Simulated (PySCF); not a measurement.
ClGeBrH2, in a box:

```
Cl Ge Br H
1.0
    13.00000    0.00000    0.00000
     0.00000   12.00000    0.00000
     0.00000    0.00000   12.00000
Cl Ge Br H
1 1 1 2
Cartesian
  4.8349 6.2471 7.1063
  6.5647 5.8629 5.9042
  8.1911 4.9404 7.2322
  6.1786 4.8398 4.8358
  7.0781 7.2022 5.3752
```

Base run:

- Program: PySCF 2.14.0
- Functional: wB97X
- Potentials or basis: 6-31g* (all-electron)
- k mesh: 1 × 1 × 1
- Occupations: fixed
- Spin: no spin polarisation

Its results: gap between the frontier levels 12.11 eV.

Problem. After a change of settings the same cell gave: gap between the frontier levels 5.33 eV. Which change was it?
A. functional from wB97X to PBE
B. functional from wB97X to PBE0; dispersion from none to D3
C. functional from wB97X to PBE50

Solution. A.

wB97X gives the wider gap, since exact exchange removes part of the self-interaction.

Caveats: this is a molecule in a periodic box at the Γ point, so its band gap is the HOMO-LUMO gap; relativity is left out, which matters for the heavier elements; the basis of atomic orbitals isn't converged, which shifts pressures, moduli and gaps.
